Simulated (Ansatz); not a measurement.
# Ta3Cu (I4/mmm) in Ansatz: further runs

The runs below take Ta3Cu through relaxation of the atoms, with PBEsol.

Program: Ansatz 0.2.0. These are calculated values, not measurements. Logs are shortened: lines on timing, memory, paths and dates and some standing lists are left out, and cuts for length are marked.

## 1. Starting point

The structure is tetragonal, space group I4/mmm (No. 139). Conventional cell: a = 4.013 Å, b = 4.013 Å, c = 8.080 Å, α = 90.00°, β = 90.00°, γ = 90.00°. Ta (site symmetry 4/mmm) has 4 Cu at 2.84 Å and 8 Ta at 2.85 Å as nearest neighbours. Around Ta (site symmetry -4m2) lie 8 Ta at 2.84 to 2.85 Å and 4 Cu at 2.85 Å. Around Cu (site symmetry 4/mmm) lie 12 Ta at 2.84 to 2.85 Å.

The cell comes from a database or a generator and needn't be the stable form of this composition.

## 2. Relaxation of the atoms, PBEsol, 16.26 Å³/atom

input.yaml reads:

```yaml
crystal:
  lattice:
    - [-2.006507, 2.006507, 4.0398432]
    - [2.006507, -2.006507, 4.0398432]
    - [2.006507, 2.006507, -4.0398432]
  atoms:
    - { symbol: Ta, position: [0.5, 0.5, 0.0] }
    - { symbol: Ta, position: [0.25, 0.75, 0.5] }
    - { symbol: Ta, position: [0.75, 0.25, 0.5] }
    - { symbol: Cu, position: [0.0, 0.0, 0.0] }
hamiltonian:
  xc: pbesol
  pseudopotentials: { kind: paw }
kpoints:
  mp_grid: { grid: [8, 8, 8] }
scf:
  occupations: { method: fermi_dirac, width: 0.05 }
output:
  forces: true
  stress: true
  eigenvalues: true
relax:
  f_tol: 0.01
  max_steps: 40
```

Potentials or basis: Ansatz PAW.

The run is started by

```console
$ ansatz run input.yaml --threads 2 --pin off --max-ram 5632MiB --backend cpu --events-out ev --progress --plain --runs-dir out
```

The log of the run:

```text
Warning: output.stress: scf.convergence.dr2_threshold = 1e-7 eV (the SCF's general default) is looser than the 4e-10 eV advised for a printed stress (1e-10 eV for each atom of the cell: 4). What an SCF threshold leaves in a stress goes as its square root, and in the free energy as the threshold itself, and one threshold admits the most on a small cell: of the crystals measured, under no hybrid functional and no lock of the moments, on runs that ended without the residual-converged pass, on stresses that held no estimate of that error, the worst erred by over 100 MPa in a component at 1e-7 eV an atom and by under 5 at 1e-10. Every solve of this run answers to scf.convergence.dr2_threshold, and the tensor of one is reported: a single SCF on the reported geometry and on this run's grids (its basis.xc_grid and basis.ecutrho_ratio typed), with scf.convergence.dr2_threshold at 4e-10 eV or tighter, prints it and tightens no other solve. Else set scf.convergence.dr2_threshold to 4e-10 eV or tighter. The threshold is an SCF's pass mark: one that does not reach it within its budget of iterations ends unconverged, or closes short of it on a stop that the run arms, and scf.convergence.dr2_threshold's page says what that costs each kind of run
Warning: RAYON_NUM_THREADS=2 ignored (pool sized by the plan → 2); use --threads N
Engine: ansatz 0.2.0, x86_64-unknown-linux-gnu
Pseudopotentials: kind: paw
Pseudopotential: Ta, paw, valence charge 13, recommended cutoff 420 eV (normal), Ta.paw.azcp
Pseudopotential: Cu, paw, valence charge 19, recommended cutoff 420 eV (normal), Cu.paw.azcp
Functional definition: PBEsol
  exchange = pbesol_x
  correlation = pbesol_c
Crystal: 4 atoms, lattice volume = 65.059 Å³
Basis set: ecut = 420 eV, 1273 PW (Γ), exchange–correlation on 72×72×72 points (8 copies of the dense FFT grid, shifted against one another)
Bands: 35, of which v1, the nominal top of the filled ones, is band 29 counted from 1 (28 counted from 0)
Symmetry: 16 space group operations
Space group: I4/mmm (ITA 139), of the structure as read, at distance tolerance 4.0e-5 Å
k-points: 59 of 512
Non-local potential: Ta, projectors of the file, l = 0: 3, l = 1: 2, l = 2: 2, l = 3: 1
Non-local potential: Cu, projectors of the file, l = 0: 3, l = 1: 2, l = 2: 3, l = 3: 1
PAW form: soft (Blöchl's): semilocal exchange-correlation on the pseudo side does not see the compensation charge
PAW frozen core: Ta, regenerated for the run's functional, and the local potential with it (the file was generated under x = pbe(κ = 0.804, μ = 0.2195149727645171), c = pbe(β = 0.06672455060314922))
PAW frozen core: Cu, regenerated for the run's functional, and the local potential with it (the file was generated under x = pbe(κ = 0.804, μ = 0.2195149727645171), c = pbe(β = 0.06672455060314922))
PAW one-centre angular grid: Ta, 590 points (default); XC on 64 Gauss nodes
PAW one-centre angular grid: Cu, 590 points (default); XC on 64 Gauss nodes
Initial density: superposition of atomic densities (neutral atoms: chi_scale 0, normalization atom), corrected by the library's trained network
Initial wavefunctions: pseudopotential atomic-orbital guess
Functional: x = pbesol(κ = 0.804, μ = 0.12345679012345678), c = pbesol(β = 0.046)
SCF iter   1: F=—  HF=-36007.607931 eV  |F-HF|=—  |Δ(HF+E_count)|=         —  Δρ=9.10e-3  dr2=3.82e-2  ethr=1.77e-3  ⟨swp⟩=5.5  Hψ=7044  notcnv=0  defer=2
preconditioner: auto → Kerker (q_TF=auto, 2.677 Å⁻¹)  [metal: Δε(μ)=0.025 eV  Ē_g=4.856 eV  σ=0.050 eV  W_gap=0.12  n_scr=14 (ndim 8)  ℏωp=23.5 eV  f_vac=0.000  D(μ)=4.54/eV (n_scr^D=44)]
SCF iter   2: F=—  HF=-36007.604238 eV  |F-HF|=—  |Δ(HF+E_count)|=   3.69e-3  Δρ=3.39e-3  dr2=6.17e-3  ethr=6.58e-5  ⟨swp⟩=2.0  Hψ=3586  notcnv=0  defer=7
SCF iter   3: F=—  HF=-36007.603574 eV  |F-HF|=—  |Δ(HF+E_count)|=   6.64e-4  Δρ=1.81e-3  dr2=1.50e-3  ethr=1.06e-5  ⟨swp⟩=1.8  Hψ=2240  notcnv=0  defer=7
SCF iter   4: F=—  HF=-36007.603378 eV  |F-HF|=—  |Δ(HF+E_count)|=   1.96e-4  Δρ=2.93e-4  dr2=4.27e-5  ethr=2.59e-6  ⟨swp⟩=2.0  Hψ=2734  notcnv=0  defer=7
SCF iter   5: F=—  HF=-36007.603366 eV  |F-HF|=—  |Δ(HF+E_count)|=   1.19e-5  Δρ=3.67e-5  dr2=1.02e-6  ethr=7.36e-8  ⟨swp⟩=2.1  Hψ=2761  notcnv=0  defer=7
SCF iter   6: F=—  HF=-36007.603366 eV  |F-HF|=—  |Δ(HF+E_count)|=   1.07e-7  Δρ=8.14e-6  dr2=3.36e-8  ethr=1.72e-10  ⟨swp⟩=6.6  Hψ=8761  notcnv=0
SCF iter   7: F=-36007.603366 eV  HF=-36007.603366 eV  |F-HF|=4.11e-8  |Δ(HF+E_count)|=   3.13e-9  Δρ=7.53e-6  dr2=2.69e-8  ethr=5.79e-11  ⟨swp⟩=4.2  Hψ=6409  notcnv=0
SCF 1 converged in 7 iterations: F = -36007.603366 eV  dr2 = 2.69e-8
relax step   1: F+E_penalty+E_count = -36007.60336623 eV  Δ(F+E_penalty+E_count) = +0.000e0 eV  max|allowed force component| = 1.475e-17 eV/Å  Δτ_max = 0.0000 Å  (7 SCF iters, accepted)
SCF converged after 7 iterations
Free energy (F): -36007.603366 eV
Harris-Foulkes:  -36007.603366 eV  (|F-HF|=4.11e-8)
Internal energy: -36007.566253 eV  (E = F + TS)
E sigma→0 (E₀):  -36007.584810 eV
Entropy (-TS):   -0.037113 eV (-9.278 meV/atom)
Fermi energy:    18.771256 eV
--- Per-component energies (eV) ---
  E_band       = -649.743831
  E_kinetic    = 1399.728411
  E_local      = -6331.977057  (includes V_loc(G=0)·N_el)
  E_nonlocal   = 438.210202
  E_hartree    = 2678.507360
  E_xc         = -741.216112
  E_vxc        = -728.459789  (∫ρ·V_xc dr)
  E_paw        = -26438.303927  (= ΣΔE_a)
  E_vpaw       = -784.276343  (= ΣTr[D̂ρ^β])
  E_aug_tail   = 0.000702  (compensation charges beyond the density's cutoff)
  E_ewald      = -7013.362975
  E_core_change = 0.847142  (= ΣΔE_core)
  E_smearing   = -0.037113  (= −TS)
  E_closure    = 0.000000  (closes the sum)
  Σ components = -36007.603366   (vs F -36007.603366, Δ=0.00e0)
--- Forces (eV/Å), atoms counted from 1 ---
  atom   1  Ta    -0.00000000     0.00000000     0.00000000
  atom   2  Ta    -0.00000000    -0.00000000    -0.00000000
  atom   3  Ta     0.00000000     0.00000000     0.00000000
  atom   4  Cu     0.00000000     0.00000000     0.00000000
  max |Σ_I F_I| component: 1.04e-17 eV/Å
--- Stress (GPa, compression-positive) ---
        0.029440       0.000000      -0.000000
        0.000000       0.029440       0.000000
       -0.000000       0.000000       2.889727
  P = ⅓ Tr σ = 0.9829 GPa (9.829 kbar)
--- Band table (eV; the first three rows and the last of 59) ---
  k-point 0: bands = ["-93.9926", "-51.5106", "-51.5106", "-51.4581", "-48.7147", "-48.5653", "-48.5187", "-15.7241", "-15.5359", "-15.5359", "-15.2648", "-15.2648", "-15.1657", "-14.6915", "-14.6915", "-14.6199", "10.1321", "13.8503", "14.5820", "14.9156", "15.2608", "15.4120", "15.4120", "16.5770", "16.9098", "16.9802", "16.9802", "18.4862", "18.4862", "18.8267", "21.2740", "21.4348", "21.6578", "21.7568", "23.2510"]
  k-point 1: bands = ["-93.9926", "-51.5107", "-51.5106", "-51.4581", "-48.7034", "-48.5735", "-48.5216", "-15.7401", "-15.5129", "-15.4180", "-15.3906", "-15.2780", "-15.0515", "-14.8198", "-14.6830", "-14.6302", "10.5627", "14.1349", "14.7658", "15.0392", "15.3043", "15.3956", "15.6662", "16.0295", "16.7374", "17.2182", "17.2532", "18.1693", "18.4043", "18.7906", "20.1746", "21.3843", "21.6410", "22.0018", "22.6384"]
  k-point 2: bands = ["-93.9926", "-51.5108", "-51.5107", "-51.4581", "-48.6743", "-48.5932", "-48.5306", "-15.7965", "-15.5413", "-15.4269", "-15.3480", "-15.1251", "-15.0790", "-14.9209", "-14.6697", "-14.6676", "11.7333", "14.6985", "14.7876", "14.9059", "15.2048", "15.3239", "15.4426", "16.6020", "16.8106", "17.5084", "17.5373", "17.8981", "18.3290", "18.7083", "18.8918", "20.5321", "21.7016", "22.0606", "22.0855"]
  k-point 58: bands = ["-93.9926", "-51.5106", "-51.5106", "-51.4583", "-48.6777", "-48.5658", "-48.5560", "-15.7230", "-15.7230", "-15.3711", "-15.1403", "-15.0274", "-14.9876", "-14.9876", "-14.7708", "-14.7708", "12.9033", "12.9367", "13.8051", "13.9734", "14.5893", "14.5893", "15.1094", "16.2522", "16.5419", "17.2703", "17.2703", "17.6111", "19.3785", "20.8182", "20.8314", "20.8314", "22.0036", "22.0036", "22.2625"]
--- Relaxed structure (1 steps of the walk, 1 accepted, 0 SCFs on fresh bases) ---
  F+E_penalty+E_count = -36007.60336623 eV   max|allowed force component| = 1.475e-17 eV/Å
  atoms:
    - { symbol: Ta, position: [0.5000000000000001, 0.5000000000000001, 0.0] }
    - { symbol: Ta, position: [0.25000000000000006, 0.75, 0.5] }
    - { symbol: Ta, position: [0.75, 0.25000000000000006, 0.5] }
    - { symbol: Cu, position: [0.0, 0.0, 0.0] }
```

Wall time 3.4 s (2 threads of AMD EPYC 7R43 (Zen 3), shared host); peak memory 0.49 GiB.

Results:

| Quantity | Value |
| --- | --- |
| Free energy | -36007.6034 eV |
| Pressure after relaxing | 1.0 GPa |
| Band gap on the k mesh | none (metal or under the smearing width) |

Caveat: the relaxation stopped at its first step, so nothing moved; the PAW data sets come from PBE, with cores solved anew for the run's functional, which leaves a small shift of forces and pressure; the thresholds are loose for stress.

## 3. Relaxation of the atoms, PBEsol, 16.60 Å³/atom

input.yaml: that of step 2 with these lines changed.

```diff
@@ -2,5 +2,5 @@
   lattice:
-    - [-2.006507, 2.006507, 4.0398432]
-    - [2.006507, -2.006507, 4.0398432]
-    - [2.006507, 2.006507, -4.0398432]
+    - [-2.006507, 2.006507, 4.1240066]
+    - [2.006507, -2.006507, 4.1240066]
+    - [2.006507, 2.006507, -4.1240066]
   atoms:
@@ -21,2 +21,6 @@
   eigenvalues: true
+  write_density: true
+  write_potential: true
+  elf: true
+  volumetric_format: npy
 relax:
```

Potentials or basis: Ansatz PAW.

The run is started by

```console
$ ansatz run input.yaml --threads 2 --pin off --max-ram 5632MiB --backend cpu --events-out ev --progress --plain --runs-dir out
```

Run time: 4.3 s. Hardware: 2 threads of AMD EPYC 7R43 (Zen 3), shared host; peak memory 0.5 GiB.

It converged, with:

```
Free energy             : -36007.6085 eV
Pressure after relaxing : -2.8 GPa
Band gap on the k mesh  : none (metal or under the smearing width)
```

Caveat: the relaxation stopped at its first step, so nothing moved; the PAW data sets come from PBE, with cores solved anew for the run's functional, which leaves a small shift of forces and pressure; the thresholds are loose for stress.
